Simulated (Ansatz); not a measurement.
# Li3SiS6: the cost of one run

Method: DFT PBE, scalar-relativistic, plane waves, PAW, in Ansatz 0.2.0.

## 1. The system as given

The structure is cubic, space group Im-3m (No. 229). The conventional cell has a = 7.474 Å, b = 7.474 Å, c = 7.474 Å, α = 90.00°, β = 90.00°, γ = 90.00°. Around Li (site symmetry 4/mmm) lie 4 S at 1.87 Å. Si (site symmetry m-3m) has 6 Li at 3.74 Å as nearest neighbours. S (site symmetry -4m2) has 2 Li at 1.87 Å as nearest neighbours.

Coordinates:

```cif
data_structure
_symmetry_space_group_name_H-M 'P 1'
_symmetry_Int_Tables_number 1
_cell_length_a 6.4724
_cell_length_b 6.4724
_cell_length_c 6.4724
_cell_angle_alpha 109.471
_cell_angle_beta 109.471
_cell_angle_gamma 109.471
_cell_volume 208.73
loop_
_atom_site_label
_atom_site_type_symbol
_atom_site_fract_x
_atom_site_fract_y
_atom_site_fract_z
_atom_site_occupancy
Li1 Li 0.00000 0.50000 0.50000 1
Li2 Li 0.50000 0.00000 0.50000 1
Li3 Li 0.50000 0.50000 0.00000 1
Si1 Si 0.00000 0.00000 0.00000 1
S1 S 0.50000 0.75000 0.25000 1
S2 S 0.50000 0.25000 0.75000 1
S3 S 0.25000 0.50000 0.75000 1
S4 S 0.75000 0.50000 0.25000 1
S5 S 0.75000 0.25000 0.50000 1
S6 S 0.25000 0.75000 0.50000 1
```

A structure generator made this guess: random cell by space group and Wyckoff sites (Im-3m, No. 229). Lengths come from tabulated atomic sizes and are only a guess.

## 2. Probe: one point on a coarse mesh

File input.yaml:

```yaml
crystal:
  lattice:
    - [-3.73686547, 3.73686547, 3.73686547]
    - [3.73686547, -3.73686547, 3.73686547]
    - [3.73686547, 3.73686547, -3.73686547]
  atoms:
    - { symbol: Li, position: [0.0, 0.5, 0.5] }
    - { symbol: Li, position: [0.5, 0.0, 0.5] }
    - { symbol: Li, position: [0.5, 0.5, 0.0] }
    - { symbol: Si, position: [0.0, 0.0, 0.0] }
    - { symbol: S, position: [0.5, 0.75, 0.25] }
    - { symbol: S, position: [0.5, 0.25, 0.75] }
    - { symbol: S, position: [0.25, 0.5, 0.75] }
    - { symbol: S, position: [0.75, 0.5, 0.25] }
    - { symbol: S, position: [0.75, 0.25, 0.5] }
    - { symbol: S, position: [0.25, 0.75, 0.5] }
basis:
  ecutwfc: 420
kpoints:
  mp_grid: { grid: [4, 4, 4] }
hamiltonian:
  xc: pbe
scf:
  occupations: { method: gaussian, width: 0.1 }
  lower_state_search: "off"
output:
  forces: true
  stress: true
  eigenvalues: true
```

Command:

```sh
ansatz run input.yaml --threads 1 --pin off --max-ram 2560MiB --backend cpu --events-out ev --progress --plain --runs-dir out
```

**Question.** How long does this run take on 1 thread of Arm Neoverse V1, shared host, and how much memory does it need?

About 5.5 s, with a peak of 0.42 GiB.
